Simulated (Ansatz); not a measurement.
# CH3ClMgO: the cost of one run

Computed with Ansatz 0.2.0 through its Python package. Level of theory: Hartree-Fock/def2-SVP.

### 1 The system

Bond lengths: C1–O2 1.340 Å, O2–Mg3 2.027 Å, Mg3–Cl4 2.281 Å, C1–H5 1.152 Å, C1–H6 1.160 Å, C1–H7 1.120 Å. Angles: C1–O2–Mg3 105.6°, O2–C1–H5 111.1°, O2–C1–H6 111.1°, O2–C1–H7 113.7°, H5–C1–H6 104.7°, H5–C1–H7 108.6°, H6–C1–H7 107.1°, O2–Mg3–Cl4 178.2°.

The script holds or builds the structure itself.

### 2 The script

bend_ch3clmgo.py

```python
# -*- coding: utf-8 -*-
"""Bending curve of CH3ClMgO."""

import warnings

import ansatz as az
from ase import Atoms

params = {
    "basis": "def2-SVP",
    "functional": "HF",
    "fmax": 0.02,
}

warnings.simplefilter("ignore", az.DeckWarning)

atoms = Atoms(["C", "O", "Mg", "Cl", "H", "H", "H"], positions=[
    (0.6795, 0.84, 0.1536),
    (0.9517, -0.4418, 0.4325),
    (-0.7048, -1.4803, -0.1011),
    (-2.5296, -2.7062, -0.709),
    (0.4098, 0.9745, -0.9583),
    (-0.2589, 1.2027, 0.7304),
    (1.5136, 1.5432, 0.4062),
])

# start the scan from a relaxed geometry
first = az.Crystal.molecule_from_ase(atoms).calculation()
first = first.basis(gaussian=params["basis"])
first = first.functional(params["functional"])
first = first.relax(force_tolerance=params["fmax"], max_steps=80)
atoms.positions = first.run().report["positions_ang"]

rows = []
for angle in [90, 100, 110, 120, 135, 150, 165, 179]:
    bent = atoms.copy()
    bent.set_angle(0, 1, 2, angle, indices=[2, 3])
    base = (
        az.Crystal.molecule_from_ase(bent).calculation()
        .basis(gaussian=params["basis"])
        .functional(params["functional"])
    )
    rows.append((angle, base.run().report["free_energy_ev"]))
floor = min(e for _, e in rows)
for angle, e in rows:
    print(f"angle C0-O1-Mg2 = {angle:3d} deg   {1000 * (e - floor):9.1f} meV")
```

### 3 The calls as engine input

The package turns the script's settings into the engine's input (first run):

```yaml
crystal:
  periodic: [false, false, false]
  atoms:
    - { symbol: C, position_ang: [0.6795, 0.84, 0.1536] }
    - { symbol: O, position_ang: [0.9517, -0.4418, 0.4325] }
    - { symbol: Mg, position_ang: [-0.7048, -1.4803, -0.1011] }
    - { symbol: Cl, position_ang: [-2.5296, -2.7062, -0.709] }
    - { symbol: H, position_ang: [0.4098, 0.9745, -0.9583] }
    - { symbol: H, position_ang: [-0.2589, 1.2027, 0.7304] }
    - { symbol: H, position_ang: [1.5136, 1.5432, 0.4062] }
basis:
  gaussian:
    orbitals: def2-SVP
hamiltonian:
  xc: hf
relax:
  f_tol: 0.02
  max_steps: 80
```

### 4 The run

The run is started by

```sh
python bend_ch3clmgo.py
```

What time and memory should one allow on 1 thread of Arm Neoverse V2, shared host?

About 17 s, with a peak of 0.22 GiB.
